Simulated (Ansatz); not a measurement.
# F2H2MoO2S: a ladder of functionals and wavefunction methods

One table from this session's results is given with a row withheld; the runs are named, their logs left out.

The runs use Ansatz 0.2.0, Gaussian basis; functionals in def2-TZVPP, the program's frozen cores in correlated methods.

The runs, in order: LDA (SPW92), PBE-D4, revPBE-D4, BLYP-D4, r2SCAN-D4, B97M-V, PBE0-D4, B3LYP-D4, r2SCANh-D4, r2SCAN0-D4, HSE06-D4, BHLYP-D4, CAM-B3LYP-D4, LC-ωPBE, ωB97X-V, ωB97M-V, B2PLYP, PBE-QIDH; CCSD(T)/def2-SVP; CCSD(T)/def2-TZVPP; MP2/def2-QZVPP; extrapolation to the limit; RPA on PBE.

1 further run of the same task is left out (for a known fault of the program). Runs told in other sessions of the task aren't counted.

## The geometry

An earlier PBE0-D4 in a triple-zeta def2 set relaxation fixed the geometry. Mo takes the def2 core potential; no spin-orbit term is included.

SMILES `[OH][Mo]([OH])([F])([F])=[S]`, 8 atoms, charge 0, spin multiplicity 1.

Atoms are counted from 1 here; the program's logs count them from 0.

Bond lengths: O1–Mo2 1.888 Å, O1–H7 0.963 Å, Mo2–O3 1.848 Å, Mo2–F4 1.870 Å, Mo2–F5 1.848 Å, Mo2–S6 2.078 Å, O3–H8 0.963 Å. Angles: Mo2–O1–H7 114.6°, O1–Mo2–O3 85.5°, O1–Mo2–F4 81.5°, O1–Mo2–F5 140.6°, O1–Mo2–S6 109.9°, O3–Mo2–F4 153.8°, O3–Mo2–F5 91.8°, O3–Mo2–S6 103.1°, F4–Mo2–F5 84.0°, F4–Mo2–S6 102.8°, F5–Mo2–S6 108.9°, Mo2–O3–H8 124.9°.

The first run:

in.yaml reads:

```yaml
crystal:
  periodic: [false, false, false]
  atoms:
    - {symbol: O, position_ang: [-0.175823, -1.308820, 0.732895]}
    - {symbol: Mo, position_ang: [-0.092159, 0.413309, -0.035546]}
    - {symbol: O, position_ang: [1.654132, -0.018719, -0.460482]}
    - {symbol: F, position_ang: [-1.944745, 0.170337, -0.105970]}
    - {symbol: F, position_ang: [-0.337211, 1.268011, -1.655129]}
    - {symbol: S, position_ang: [0.127322, 1.843764, 1.456059]}
    - {symbol: H, position_ang: [-1.066205, -1.611136, 0.942581]}
    - {symbol: H, position_ang: [1.926889, -0.813746, -0.930107]}
basis:
  gaussian: {orbitals: def2-TZVPP}
hamiltonian: {xc: lda}
output: {orbitals: {seedname: orbitals}}
```

Run with:

```
> ansatz run in.yaml --threads 4 --pin off --events-out ev --progress --plain --max-ram 11315MiB
```

Steps of the session up to this table: LDA; PBE-D4 (GGA); revPBE-D4 (GGA); BLYP-D4 (GGA); r2SCAN-D4 (meta-GGA); B97M-V (meta-GGA); PBE0-D4 (hybrid); B3LYP-D4 (hybrid); r2SCANh-D4 (hybrid); r2SCAN0-D4 (hybrid); HSE06-D4 (hybrid); BHLYP-D4 (hybrid); CAM-B3LYP-D4 (range-separated); LC-ωPBE (range-separated); ωB97X-V (range-separated); ωB97M-V (range-separated); B2PLYP (double hybrid); PBE-QIDH (double hybrid).

One table of the session follows, with a row left open; its other results are not shown here.

It belongs to the step «Orbital energies across the functionals». 

```
  functional  HOMO (eV)  LUMO (eV)  gap (eV)
 LDA (SPW92)          ?          ?         ?
      PBE-D4      -7.24      -4.44      2.80
   revPBE-D4      -7.17      -4.35      2.81
     BLYP-D4      -7.10      -4.34      2.76
   r2SCAN-D4      -7.59      -4.48      3.11
      B97M-V      -7.64      -4.46      3.18
     PBE0-D4      -8.60      -3.72      4.88
    B3LYP-D4      -8.35      -3.94      4.41
  r2SCANh-D4      -8.09      -4.19      3.90
  r2SCAN0-D4      -8.84      -3.73      5.10
    HSE06-D4      -8.20      -4.10      4.10
    BHLYP-D4      -9.81      -2.81      7.00
CAM-B3LYP-D4      -9.90      -2.62      7.28
     LC-ωPBE     -11.19      -1.46      9.74
     ωB97X-V     -10.86      -1.52      9.34
     ωB97M-V     -10.73      -1.51      9.22
```

Q: Estimate the row for LDA (SPW92) from the others.

**Answer.** HOMO (eV): -7.43; LUMO (eV): -4.67; gap (eV): 2.76. In the column «HOMO (eV)» it lies between r2SCAN-D4 (-7.59) and PBE-D4 (-7.24).
